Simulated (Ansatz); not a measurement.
# H3C5: the cost of one run

Method: DFT PBE, plane waves, PAW, scalar-relativistic, no spin polarisation, in Ansatz 0.2.0.

**1. Starting point**

The cell holds 32 atoms (C20H12): a = 5.049 Å, b = 5.049 Å, c = 16.136 Å, α = 90.00°, β = 90.00°, γ = 90.00°.

The coordinates stand in the first input below.

**2. End point A**

File input.yaml:

```yaml
crystal:
  lattice:
    - [5.048742, 0.0, 0.0]
    - [0.0, 5.048742, 0.0]
    - [0.0, 0.0, 16.135561]
  atoms:
    - { symbol: H, position: [0.4277868, 0.0, 0.0619749] }
    - { symbol: H, position: [0.0722132, 0.0, 0.0619749] }
    - { symbol: H, position: [0.9277868, 0.0, 0.0619749] }
    - { symbol: H, position: [0.5722132, 0.0, 0.0619749] }
    - { symbol: H, position: [0.4277868, 0.5, 0.0619749] }
    - { symbol: H, position: [0.0722132, 0.5, 0.0619749] }
    - { symbol: H, position: [0.9277868, 0.5, 0.0619749] }
    - { symbol: H, position: [0.5722132, 0.5, 0.0619749] }
    - { symbol: C, position: [0.25, 0.0, 0.1013104] }
    - { symbol: C, position: [0.75, 0.0, 0.1013104] }
    - { symbol: C, position: [0.25, 0.5, 0.1013104] }
    - { symbol: C, position: [0.75, 0.5, 0.1013104] }
    - { symbol: C, position: [0.25, 0.25, 0.156623] }
    - { symbol: C, position: [0.75, 0.25, 0.156623] }
    - { symbol: C, position: [0.25, 0.75, 0.156623] }
    - { symbol: C, position: [0.75, 0.75, 0.156623] }
    - { symbol: C, position: [0.0, 0.25, 0.2119356] }
    - { symbol: C, position: [0.5, 0.25, 0.2119356] }
    - { symbol: C, position: [0.0, 0.75, 0.2119356] }
    - { symbol: C, position: [0.5, 0.75, 0.2119356] }
    - { symbol: C, position: [0.0, 0.0, 0.2672482] }
    - { symbol: C, position: [0.5, 0.0, 0.2672482] }
    - { symbol: C, position: [0.0, 0.5, 0.2672482] }
    - { symbol: C, position: [0.5, 0.5, 0.2672482] }
    - { symbol: C, position: [0.25, 0.0969069, 0.3163633] }
    - { symbol: C, position: [0.75, 0.0969069, 0.3163633] }
    - { symbol: C, position: [0.25, 0.4030931, 0.3163633] }
    - { symbol: C, position: [0.75, 0.4030931, 0.3163633] }
    - { symbol: H, position: [0.75, 0.0208818, 0.3802509] }
    - { symbol: H, position: [0.25, 0.4791182, 0.3802509] }
    - { symbol: H, position: [0.75, 0.4791182, 0.3802509] }
    - { symbol: H, position: [0.0925662, 0.4625803, 0.3610386] }
basis:
  ecutwfc: 420.0
kpoints:
  mp_grid: { grid: [3, 3, 1] }
hamiltonian:
  xc: pbe
  pseudopotentials: { kind: paw, azcp: { folder: soft_1 } }
scf:
  occupations: { method: gaussian, width: 0.02 }
  lower_state_search: "off"
relax:
  f_tol: 0.03
  max_steps: 60
  adjacent_minimum: "off"
  constraints: [{ sites: [0, 1, 2, 3, 4, 5, 6, 7, 8, 9, 10, 11, 12, 13, 14, 15] }]
```

Command:

```sh
$ ansatz run input.yaml --threads 2 --pin off --max-ram 5120MiB --backend cpu --events-out ev --progress --plain --runs-dir out
```

What time and memory should one allow on 2 threads of Arm Neoverse V2, shared host?

About 74 s, with a peak of 0.65 GiB.
